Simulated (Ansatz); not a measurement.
# Ca: the cost of one run

Method: DFT PBEsol, scalar-relativistic, in Ansatz 0.2.0.

2 further runs of the same task are left out: 2 set aside as unsound or not needed.

### Step 1. Starting point

The structure is cubic, space group Fm-3m (No. 225). Conventional cell: a = 5.588 Å, b = 5.588 Å, c = 5.588 Å, α = 90.00°, β = 90.00°, γ = 90.00°. Around Ca (site symmetry m-3m) lie 12 Ca at 3.95 Å.

Coordinates:

```
CELL_PARAMETERS angstrom
0.00000 2.79420 2.79420
2.79420 0.00000 2.79420
2.79420 2.79420 0.00000
ATOMIC_POSITIONS crystal
Ca 0.00000 0.00000 0.00000
```

### Step 2. After the deformation

Space group Fm-3m before, I4/mmm after.

### Step 3. All-electron LAPW

input.yaml

```yaml
crystal:
  lattice:
    - [0.0, 2.7942, 2.738316]
    - [2.7942, 0.0, 2.738316]
    - [2.7942, 2.7942, 0.0]
  atoms:
    - { symbol: Ca, position: [0.0, 0.0, 0.0] }
kpoints:
  mp_grid: { grid: [11, 11, 11] }
  band_path:
    path:
      - [0.0, 0.0, 0.0]
      - [0.0, 0.5, 0.5]
      - [0.25, 0.75, 0.5]
      - [0.0, 0.5, 0.0]
      - [0.0, 0.0, 0.0]
      - [0.5, 0.5, 0.0]
      - [0.3801541025, 0.6198458975, 0.0]
      - [-0.3801541025, 0.3801541025, 0.0]
      - [0.0, 0.0, 0.0]
    npoints: 5
scf:
  occupations: { method: fermi_dirac, width: 0.05 }
hamiltonian:
  xc: pbesol
  pseudopotentials: { kind: all_electron, lapw: { basis_error: 0.001 } }
output:
  forces: true
  stress: true
  eigenvalues: true
```

Started as:

```console
> ansatz run input.yaml --threads 1 --pin off --max-ram 3072MiB --backend cpu --events-out ev --progress --plain --runs-dir out
```

What time and memory should one allow on 1 thread of Arm Neoverse V2, shared host?

About 3.3 s, with a peak of 0.22 GiB.
